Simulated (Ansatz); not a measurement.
# CuF (singlet): density functionals in def2-TZVPP

Aim: run CuF (singlet) with a set of functionals in one basis and compare levels, spin and time.

Method: def2-TZVPP, all electrons in the functionals, frozen cores in the correlation of double hybrids and RPA; program: Ansatz 0.2.0, Gaussian basis.

Plan: PBE, r2SCAN, PBE0, B3LYP, r2SCANh, wB97M-V, B2PLYP, RKS PBE0, RPA-PBE.

1 further run of the same task is left out (for a known fault of the program).

## (1) The geometry

The geometry is a PBE0/def2-TZVP stationary point (not a proven minimum).

2 atoms, charge 0, spin multiplicity 1.

Atoms are counted from 1 here; the program's logs count them from 0.

Bond lengths: Cu1–F2 1.765 Å.

Geometry (Å):

```xyz
2
CuF
Cu    0.0000    0.0000    0.0000
F     0.0000    0.0000    1.7648
```

No dispersion term is added; wB97M-V holds VV10 nonlocal correlation. B3LYP takes the VWN-RPA correlation.

## (2) PBE (unrestricted)

The input, in.yaml:

```yaml
crystal:
  periodic: [false, false, false]
  atoms:
    - {symbol: Cu, position_ang: [0.000000, 0.000000, 0.000000]}
    - {symbol: F, position_ang: [0.000000, 0.000000, 1.764798]}
basis:
  gaussian: {orbitals: def2-TZVPP}
magnetization: {spin_polarized: true, initial_magnetization: 0}
hamiltonian: {xc: {name: PBE}}
output: {orbitals: {seedname: orbitals}}
```

Started as:

```console
> ansatz run in.yaml --threads 1 --pin off --events-out ev --progress --plain --max-ram 2816MiB --backend cpu
```

What it wrote:

```text
Functional definition: PBE
  name "PBE"
  cite "Perdew, Burke & Ernzerhof, Phys. Rev. Lett. 77, 3865 (1996) doi:10.1103/PhysRevLett.77.3865"
  parent pbe
  parameter kappa = 0.804
  parameter beta = 0.06672455060314922
  exchange = pbe_x(kappa = kappa, mu = beta*pi^2/3)
  correlation = pbe_c(beta = beta)
661 factors; their error is unknown
mean field evaluation 1: about -47344.0576 eV, gradient 4.9e1 eV
mean field evaluation 2: about -47132.1510 eV, gradient 3.0e2 eV
mean field evaluation 4: about -47347.4098 eV, gradient 3.4e1 eV
mean field evaluation 8: about -47349.8223 eV, gradient 3.9e-2 eV
mean field evaluation 16: about -47345.6257 eV, gradient 3.2e1 eV
mean field evaluation 32: about -47349.7905 eV, gradient 5.6e-4 eV
mean field -47349.79048110 eV, -1740.0727053398 hartree, gradient 5.6e-5 eV, S^2 0.000000; 6 other end points of the search recorded, 0 dependent functions left out
reference -47349.79051803 eV, -1740.0727066968 hartree; 19, 19 occupied and 76, 76 virtual orbitals, 661 factors
Total energy: -47349.79051803 eV, -1740.0727066968 hartree
```

Wall time 6 s (1 thread of AMD EPYC 7R13, shared host).

From the report: ⟨S²⟩ of the determinant 0.000 (pure singlet: 0.00).

## (3) r2SCAN (unrestricted)

Changes to in.yaml since step 2:

```diff
@@ -8,3 +8,2 @@
 magnetization: {spin_polarized: true, initial_magnetization: 0}
-hamiltonian: {xc: {name: PBE}}
-output: {orbitals: {seedname: orbitals}}
+hamiltonian: {xc: {name: r2SCAN}}
```

Same command.

What it wrote:

```text
Functional definition: r2SCAN
  name "r2SCAN"
  cite "Furness, Kaplan, Ning, Perdew & Sun, J. Phys. Chem. Lett. 11, 8208 (2020) doi:10.1021/acs.jpclett.0c02405"
  cite "Furness, Kaplan, Ning, Perdew & Sun, J. Phys. Chem. Lett. 11, 9248 (2020) doi:10.1021/acs.jpclett.0c03077"
  parent r2scan
  parameter k0 = 0.174
  parameter k1 = 0.065
  parameter a1 = 4.9479
  exchange = r2scan_x(k0 = k0, k1 = k1, a1 = a1)
  correlation = r2scan_c
661 factors; their error is unknown
mean field evaluation 1: about -47351.2767 eV, gradient 5.2e1 eV
mean field evaluation 2: about -47142.5593 eV, gradient 3.1e2 eV
mean field evaluation 4: about -47355.7461 eV, gradient 2.7e1 eV
mean field evaluation 8: about -47357.3457 eV, gradient 1.7e-1 eV
mean field evaluation 16: about -47357.3172 eV, gradient 2.6e-5 eV
mean field -47357.31724102 eV, -1740.3493086651 hartree, gradient 2.6e-5 eV, S^2 0.000000; 2 other end points of the search recorded, 0 dependent functions left out
reference -47357.31725535 eV, -1740.3493091916 hartree; 19, 19 occupied and 76, 76 virtual orbitals, 661 factors
Total energy: -47357.31725535 eV, -1740.3493091916 hartree
```

It took 4.5 s on 1 thread of AMD EPYC 7R13, shared host.

From the report: ⟨S²⟩ of the determinant 0.000 (pure singlet: 0.00).

## (4) PBE0 (unrestricted)

Changes to in.yaml since step 3:

```diff
@@ -8,2 +8,3 @@
 magnetization: {spin_polarized: true, initial_magnetization: 0}
-hamiltonian: {xc: {name: r2SCAN}}
+hamiltonian: {xc: {name: PBE0}}
+output: {orbitals: {seedname: orbitals}}
```

The command is unchanged.

What it wrote:

```text
Functional definition: PBE0
  name "PBE0"
  cite "Adamo & Barone, J. Chem. Phys. 110, 6158 (1999) doi:10.1063/1.478522"
  cite "Perdew, Burke & Ernzerhof, Phys. Rev. Lett. 77, 3865 (1996) doi:10.1103/PhysRevLett.77.3865"
  parent pbe
  parameter a = 0.25
  parameter kappa = 0.804
  parameter beta = 0.06672455060314922
  exchange = (1 - a)*pbe_x(kappa = kappa, mu = beta*pi^2/3) + a*exact_x
  correlation = pbe_c(beta = beta)
759 factors; their error is unknown
mean field evaluation 1: about -47343.9059 eV, gradient 5.1e1 eV
mean field evaluation 2: about -47252.2325 eV, gradient 2.3e2 eV
mean field evaluation 4: about -47349.0630 eV, gradient 1.5e1 eV
mean field evaluation 8: about -47349.5336 eV, gradient 4.6e-2 eV
mean field evaluation 16: about -47349.5808 eV, gradient 2.1e-5 eV
mean field -47349.58079315 eV, -1740.0649994496 hartree, gradient 2.1e-5 eV, S^2 0.000000; 1 other end points of the search recorded, 0 dependent functions left out
reference -47349.58081871 eV, -1740.0650003888 hartree; 19, 19 occupied and 76, 76 virtual orbitals, 759 factors
Total energy: -47349.58081871 eV, -1740.0650003888 hartree
```

Run time: 2.7 s. Hardware: 1 thread of AMD EPYC 7R13, shared host.

From the report: ⟨S²⟩ of the determinant 0.000 (pure singlet: 0.00).

## (5) B3LYP (unrestricted)

Changes to in.yaml since step 4:

```diff
@@ -8,3 +8,2 @@
 magnetization: {spin_polarized: true, initial_magnetization: 0}
-hamiltonian: {xc: {name: PBE0}}
-output: {orbitals: {seedname: orbitals}}
+hamiltonian: {xc: {name: B3LYP}}
```

The command is unchanged.

What it wrote (excerpt; [...] marks lines left out):

```text
Functional definition: B3LYP
  name "B3LYP"
  cite "Stephens, Devlin, Chabalowski & Frisch, J. Phys. Chem. 98, 11623 (1994) doi:10.1021/j100096a001"
  cite "Becke, Phys. Rev. A 38, 3098 (1988) doi:10.1103/PhysRevA.38.3098"
  cite "Lee, Yang & Parr, Phys. Rev. B 37, 785 (1988) doi:10.1103/PhysRevB.37.785"
  cite "Vosko, Wilk & Nusair, Can. J. Phys. 58, 1200 (1980) doi:10.1139/p80-159"
[...]
729 factors; their error is unknown
[...]
mean field -47360.29681846 eV, -1740.4588061161 hartree, gradient 1.8e-5 eV, S^2 0.000000; 1 other end points of the search recorded, 0 dependent functions left out
reference -47360.29700025 eV, -1740.4588127970 hartree; 19, 19 occupied and 76, 76 virtual orbitals, 729 factors
Total energy: -47360.29700025 eV, -1740.4588127970 hartree
```

Wall time 2.6 s (1 thread of AMD EPYC 7R13, shared host).

From the report: ⟨S²⟩ of the determinant 0.000 (pure singlet: 0.00).

## (6) r2SCANh (unrestricted)

Changes to in.yaml since step 5:

```diff
@@ -8,2 +8,2 @@
 magnetization: {spin_polarized: true, initial_magnetization: 0}
-hamiltonian: {xc: {name: B3LYP}}
+hamiltonian: {xc: {name: r2SCANh}}
```

Same command.

What it wrote (excerpt; [...] marks lines left out):

```text
Functional definition: r2SCANh
  name "r2SCANh"
  cite "Bursch, Neugebauer, Ehlert & Grimme, J. Chem. Phys. 156, 134105 (2022) doi:10.1063/5.0086040"
  cite "Furness, Kaplan, Ning, Perdew & Sun, J. Phys. Chem. Lett. 11, 8208 (2020) doi:10.1021/acs.jpclett.0c02405"
  cite "Furness, Kaplan, Ning, Perdew & Sun, J. Phys. Chem. Lett. 11, 9248 (2020) doi:10.1021/acs.jpclett.0c03077"
  parent r2scan
[...]
673 factors; their error is unknown
[...]
mean field -47356.55743048 eV, -1740.3213861427 hartree, gradient 1.6e-5 eV, S^2 0.000000; 2 other end points of the search recorded, 0 dependent functions left out
reference -47356.55744316 eV, -1740.3213866086 hartree; 19, 19 occupied and 76, 76 virtual orbitals, 673 factors
Total energy: -47356.55744316 eV, -1740.3213866086 hartree
```

It took 4.9 s on 1 thread of AMD EPYC 7R13, shared host; peak memory 0.26 GiB.

From the report: ⟨S²⟩ of the determinant 0.000 (pure singlet: 0.00).

## (7) wB97M-V (unrestricted)

Changes to in.yaml since step 6:

```diff
@@ -8,2 +8,3 @@
 magnetization: {spin_polarized: true, initial_magnetization: 0}
-hamiltonian: {xc: {name: r2SCANh}}
+hamiltonian: {xc: {name: wB97M-V}}
+output: {orbitals: {seedname: orbitals}}
```

The command is unchanged.

What it wrote (excerpt; [...] marks lines left out):

```text
Functional definition: wB97M-V
  name "wB97M-V"
  cite "Mardirossian & Head-Gordon, J. Chem. Phys. 144, 214110 (2016) doi:10.1063/1.4952647"
  cite "Becke, J. Chem. Phys. 107, 8554 (1997) doi:10.1063/1.475007"
  cite "Vydrov & Van Voorhis, J. Chem. Phys. 133, 244103 (2010) doi:10.1063/1.3521275"
  # Of w^i u^j: cxij and so on, Table III.
[...]
  gx(w, u) = 1 - cx + cx01*u + cx10*w
  gss(w, u) = css00 + css04*u^4 + css10*w + css20*w^2 + css43*w^4*u^3
  gos(w, u) = cos00 + cos10*w + (cos20 + cos21*u)*w^2 + (cos60 + cos61*u)*w^6
[...]
      + integral(e_c_pw_mod_opposite_spin*gos(b97_w_opposite, b97_u_opposite)) + vv10(b, c)
705 factors; their error is unknown
96 factors; integrals over basis functions are off by at most 3.8e-5 eV
[...]
mean field -47355.82921031 eV, -1740.2946245448 hartree, gradient 7.0e-5 eV, S^2 0.000000; 1 other end points of the search recorded, 0 dependent functions left out
reference -47355.82925001 eV, -1740.2946260039 hartree; 19, 19 occupied and 76, 76 virtual orbitals, 705 factors
Total energy: -47355.82925001 eV, -1740.2946260039 hartree
```

Run time: 8 s. Hardware: 1 thread of AMD EPYC 7R13, shared host; peak memory 0.34 GiB.

From the report: ⟨S²⟩ of the determinant 0.000 (pure singlet: 0.00).

## (8) B2PLYP (unrestricted)

Changes to in.yaml since step 7:

```diff
@@ -8,3 +8,3 @@
 magnetization: {spin_polarized: true, initial_magnetization: 0}
-hamiltonian: {xc: {name: wB97M-V}}
-output: {orbitals: {seedname: orbitals}}
+hamiltonian: {xc: {name: B2PLYP}}
+correlation: {electrons: outside_noble_gas}
```

The command is unchanged.

What it wrote (excerpt; [...] marks lines left out):

```text
Functional definition: B2PLYP
  name "B2PLYP"
  cite "Grimme, J. Chem. Phys. 124, 034108 (2006) doi:10.1063/1.2148954"
  cite "Becke, Phys. Rev. A 38, 3098 (1988) doi:10.1103/PhysRevA.38.3098"
  cite "Lee, Yang & Parr, Phys. Rev. B 37, 785 (1988) doi:10.1103/PhysRevB.37.785"
[...]
660 factors; integrals over basis functions are off by at most 1.4e-3 eV
[...]
mean field -47343.25854415 eV, -1739.8326610841 hartree, gradient 2.0e-6 eV, S^2 0.000000; 4 other end points of the search recorded, 0 dependent functions left out
10 core orbitals not correlated: weight in the atoms' cores, before any rotation towards them, 1.000 or more for the frozen orbitals, at most 0.000 for the correlated occupied ones
reference -47343.25865529 eV, -1739.8326651688 hartree; 9, 9 occupied and 76, 76 virtual orbitals, 660 factors
second order -24.93387978 eV of doubles, -0.00000000 eV of singles
Total energy: -47349.99080284 eV, -1740.0800670277 hartree
```

It took 8 s on 1 thread of AMD EPYC 7R13, shared host; peak memory 0.27 GiB.

From the report: ⟨S²⟩ of the determinant 0.000 (pure singlet: 0.00).

## (9) PBE0 (restricted)

The input, in.yaml:

```yaml
crystal:
  periodic: [false, false, false]
  atoms:
    - {symbol: Cu, position_ang: [0.000000, 0.000000, 0.000000]}
    - {symbol: F, position_ang: [0.000000, 0.000000, 1.764798]}
basis:
  gaussian: {orbitals: def2-TZVPP}
hamiltonian: {xc: {name: PBE0}}
```

The command is unchanged.

What it wrote:

```text
Functional definition: PBE0
  name "PBE0"
  cite "Adamo & Barone, J. Chem. Phys. 110, 6158 (1999) doi:10.1063/1.478522"
  cite "Perdew, Burke & Ernzerhof, Phys. Rev. Lett. 77, 3865 (1996) doi:10.1103/PhysRevLett.77.3865"
  parent pbe
  parameter a = 0.25
  parameter kappa = 0.804
  parameter beta = 0.06672455060314922
  exchange = (1 - a)*pbe_x(kappa = kappa, mu = beta*pi^2/3) + a*exact_x
  correlation = pbe_c(beta = beta)
759 factors; their error is unknown
mean field evaluation 1: about -47343.9059 eV, gradient 7.3e1 eV
mean field evaluation 2: about -47252.2325 eV, gradient 3.2e2 eV
mean field evaluation 4: about -47349.0630 eV, gradient 2.1e1 eV
mean field evaluation 8: about -47349.5336 eV, gradient 6.5e-2 eV
mean field -47349.58079316 eV, -1740.0649994502 hartree, gradient 7.8e-5 eV, S^2 0.000000; 0 other end points of the search recorded, 0 dependent functions left out
reference -47349.58081872 eV, -1740.0650003894 hartree; 19, 19 occupied and 76, 76 virtual orbitals, 759 factors
Total energy: -47349.58081872 eV, -1740.0650003894 hartree
```

It took 1.1 s on 1 thread of AMD EPYC 7R13, shared host.

## (10) RPA-PBE

Changes to in.yaml since step 9:

```diff
@@ -7,2 +7,4 @@
   gaussian: {orbitals: def2-TZVPP}
-hamiltonian: {xc: {name: PBE0}}
+magnetization: {spin_polarized: true, initial_magnetization: 0}
+hamiltonian: {xc: {name: PBE}}
+correlation: {method: rpa, electrons: outside_noble_gas}
```

Launched as before.

What it wrote (excerpt; [...] marks lines left out):

```text
Functional definition: PBE
  name "PBE"
  cite "Perdew, Burke & Ernzerhof, Phys. Rev. Lett. 77, 3865 (1996) doi:10.1103/PhysRevLett.77.3865"
  parent pbe
[...]
660 factors; integrals over basis functions are off by at most 1.4e-3 eV
[...]
mean field -47349.79047516 eV, -1740.0727051213 hartree, gradient 9.3e-6 eV, S^2 0.000000; 8 other end points of the search recorded, 0 dependent functions left out
10 core orbitals not correlated: weight in the atoms' cores, before any rotation towards them, 1.000 or more for the frozen orbitals, at most 0.000 for the correlated occupied ones
reference -47303.05769384 eV, -1738.3553070845 hartree; 9, 9 occupied and 76, 76 virtual orbitals, 660 factors
Total energy: -47330.20430719 eV, -1739.3529267244 hartree
```

Run time: 8.5 s. Hardware: 1 thread of AMD EPYC 7R13, shared host.

From the report: ⟨S²⟩ of the determinant 0.000 (pure singlet: 0.00).

## (11) Side by side

```tsv
functional	energy (eV)	⟨S²⟩	time
PBE	-47349.7905	0.000	6 s
r2SCAN	-47357.3173	0.000	4.5 s
PBE0	-47349.5808	0.000	2.7 s
B3LYP	-47360.2970	0.000	2.6 s
r2SCANh	-47356.5574	0.000	4.9 s
wB97M-V	-47355.8293	0.000	8 s
B2PLYP	-47349.9908	0.000	8 s
RKS PBE0	-47349.5808	0.000	1.1 s
RPA-PBE	-47330.2043	0.000	8.5 s
```

Orbital levels of the runs that wrote orbitals: PBE HOMO -5.98, LUMO -4.06 eV; PBE0 HOMO -7.45, LUMO -2.96 eV; wB97M-V HOMO -10.02, LUMO -1.26 eV.

## (12) What came out

```
                quantity                          value
spread of total energies                        30.1 eV
       quickest, slowest  RKS PBE0 1.1 s, RPA-PBE 8.5 s
```

Total energies of different functionals can't be ranked; only differences within one functional count.
